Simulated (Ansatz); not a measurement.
# B3LYP/6-31G(d) (spherical functions) run of CH7FSi2 (SMILES F[SiH2]C[SiH3])

Aim: the energy change on altering one bond length of CH7FSi2 at B3LYP/6-31G* (spherical functions), from 2 runs. 

The calculation is run with Ansatz 0.2.0.

58 further runs of the same task are left out: 1 that didn't finish, 57 set aside as unsound or not needed.

### Step 1. The system as given

CH7FSi2: 11 atoms, total charge 0, spin state singlet. SMILES: `F[SiH2]C[SiH3]`. The shape is that of a PBE0-D4/def2-TZVP optimisation. This is one conformer, not always the lowest.

Bond lengths: F1–Si2 1.604 Å, Si2–C3 1.854 Å, C3–Si4 1.877 Å, Si2–H5 1.484 Å, Si2–H6 1.484 Å, C3–H7 1.097 Å, C3–H8 1.095 Å, Si4–H9 1.485 Å, Si4–H10 1.488 Å, Si4–H11 1.487 Å. Some angles: F1–Si2–C3 109.3°, Si2–C3–Si4 115.3°, F1–Si2–H5 107.5°, F1–Si2–H6 107.1°, C3–Si2–H5 110.7°, C3–Si2–H6 112.0°, Si2–C3–H7 107.4°, Si2–C3–H8 109.5°, Si4–C3–H7 108.3°, Si4–C3–H8 109.0°.

### Step 2. A single-point energy at B3LYP/6-31G(d) (spherical functions)

Input file run.yaml:

```yaml
crystal:
  periodic: [false, false, false]
  atoms:
    - {symbol: F, position_ang: [-1.629100, 1.667400, 0.202000]}
    - {symbol: Si, position_ang: [-0.069200, 1.498400, 0.534400]}
    - {symbol: C, position_ang: [0.349200, -0.305900, 0.605500]}
    - {symbol: Si, position_ang: [-0.157200, -1.306900, -0.899700]}
    - {symbol: H, position_ang: [0.694000, 2.172900, -0.545000]}
    - {symbol: H, position_ang: [0.175700, 2.177500, 1.831400]}
    - {symbol: H, position_ang: [1.437100, -0.385200, 0.722600]}
    - {symbol: H, position_ang: [-0.101300, -0.751100, 1.498900]}
    - {symbol: H, position_ang: [-1.636400, -1.388400, -0.995700]}
    - {symbol: H, position_ang: [0.369900, -0.665700, -2.134100]}
    - {symbol: H, position_ang: [0.392600, -2.686000, -0.812200]}
basis:
  gaussian:
    orbitals: 6-31G_st_-spherical.json
accuracy: high
output:
  orbitals: {seedname: orbitals}
hamiltonian:
  xc: {name: B3LYP}
```

The basis set 6-31G* is read from a file made from the Basis Set Exchange's data (not shown).

On the command line:

```sh
$ ansatz run run.yaml --threads 1 --pin off --max-ram 3480MiB --events-out events.jsonl --progress --plain --runs-dir runs
```

Output:

```text
Warning: RAYON_NUM_THREADS=1 ignored (pool sized by the plan → 1); use --threads N
Functional definition: B3LYP
  name "B3LYP"
  parameter a0 = 0.2
  parameter ax = 0.72
  parameter ac = 0.81
  exchange = (1 - a0 - ax)*slater_x + ax*b88_x + a0*exact_x
  correlation = (1 - ac)*vwn_rpa_c + ac*lyp_c
1847 factors; integrals over basis functions are off by at most 3.6e-9 eV
mean field evaluation 1: about -19619.4894 eV, gradient 5.0e1 eV
mean field evaluation 2: about -19615.6542 eV, gradient 6.4e1 eV
mean field evaluation 4: about -19624.7056 eV, gradient 2.7e0 eV
mean field evaluation 8: about -19624.9137 eV, gradient 2.2e-1 eV
mean field evaluation 16: about -19624.9139 eV, gradient 1.1e-5 eV
mean field -19624.91390053 eV, -721.2022836001 hartree, gradient 8.4e-8 eV, S^2 0.000000; 0 other end points of the search recorded, 0 dependent functions left out
reference -19624.91394559 eV, -721.2022852560 hartree; 25, 25 occupied and 53, 53 virtual orbitals, 1847 factors
Total energy: -19624.91394559 eV, -721.2022852560 hartree
```

Run time: 9 s. Hardware: 1 thread of Arm Neoverse V1, shared host; peak memory 0.27 GiB.

### Step 3. The distorted shape, same level

Input file input.yaml:

```yaml
crystal:
  periodic: [false, false, false]
  atoms:
    - {symbol: F, position_ang: [-2.131182, 3.832571, 0.116680]}
    - {symbol: Si, position_ang: [-0.571282, 3.663571, 0.449080]}
    - {symbol: C, position_ang: [0.349200, -0.305900, 0.605500]}
    - {symbol: Si, position_ang: [-0.157200, -1.306900, -0.899700]}
    - {symbol: H, position_ang: [0.191918, 4.338071, -0.630320]}
    - {symbol: H, position_ang: [-0.326382, 4.342671, 1.746080]}
    - {symbol: H, position_ang: [1.437100, -0.385200, 0.722600]}
    - {symbol: H, position_ang: [-0.101300, -0.751100, 1.498900]}
    - {symbol: H, position_ang: [-1.636400, -1.388400, -0.995700]}
    - {symbol: H, position_ang: [0.369900, -0.665700, -2.134100]}
    - {symbol: H, position_ang: [0.392600, -2.686000, -0.812200]}
basis:
  gaussian:
    orbitals: 6-31G_st_-spherical.json
hamiltonian:
  xc: {name: B3LYP}
accuracy: high
output:
  orbitals: {seedname: orbitals}
```

The basis set 6-31G* is read from a file made from the Basis Set Exchange's data (not shown).

On the command line:

```sh
$ ansatz run input.yaml --threads 1 --pin off --max-ram 3480MiB --events-out events.jsonl --progress --plain --runs-dir runs
```

Output, shortened:

```text
Warning: RAYON_NUM_THREADS=1 ignored (pool sized by the plan → 1); use --threads N
[... 7 set-up lines as earlier in the session ...]
1738 factors; integrals over basis functions are off by at most 4.2e-8 eV
mean field evaluation 1: about -19606.5521 eV, gradient 6.2e1 eV
mean field evaluation 2: about -19509.2216 eV, gradient 1.2e2 eV
mean field evaluation 4: about -19611.4108 eV, gradient 4.0e1 eV
mean field evaluation 8: about -19619.7609 eV, gradient 4.0e-1 eV
mean field evaluation 16: about -19619.9609 eV, gradient 3.6e-3 eV
mean field -19619.96085393 eV, -721.0202624948 hartree, gradient 3.3e-8 eV, S^2 0.000000; 0 other end points of the search recorded, 0 dependent functions left out
reference -19619.96090574 eV, -721.0202643989 hartree; 25, 25 occupied and 53, 53 virtual orbitals, 1738 factors
Total energy: -19619.96090574 eV, -721.0202643989 hartree
```

Run time: 7.5 s. Hardware: 1 thread of Arm Neoverse V1, shared host; peak memory 0.25 GiB.

### Step 4. Outcome

Level: B3LYP/6-31G* (spherical functions).

| quantity | value |
| --- | --- |
| first shape: total energy | -721.20229 Eh |
| first shape: HOMO energy | -8.52 eV |
| first shape: LUMO energy | 0.48 eV |
| first shape: HOMO–LUMO gap | 9.00 eV |
| distorted shape: total energy | -721.02026 Eh |
| distorted shape: HOMO energy | -5.70 eV |
| distorted shape: LUMO energy | -3.99 eV |
| distorted shape: HOMO–LUMO gap | 1.70 eV |
| energy change with the Si2–C3 bond stretched from 1.854 to 4.078 Å | 4.953 eV |

**Reading.** One bond (distorted shape) is far stretched, which a spin-restricted single reference describes badly; a broken-symmetry solution may lie lower. With the Si2–C3 bond stretched from 1.854 to 4.078 Å the energy rises by 4.95 eV (478 kJ/mol). The first shape isn't relaxed at this level, so the change isn't measured from a minimum. A restricted reference can't describe the breaking bond well at this length.
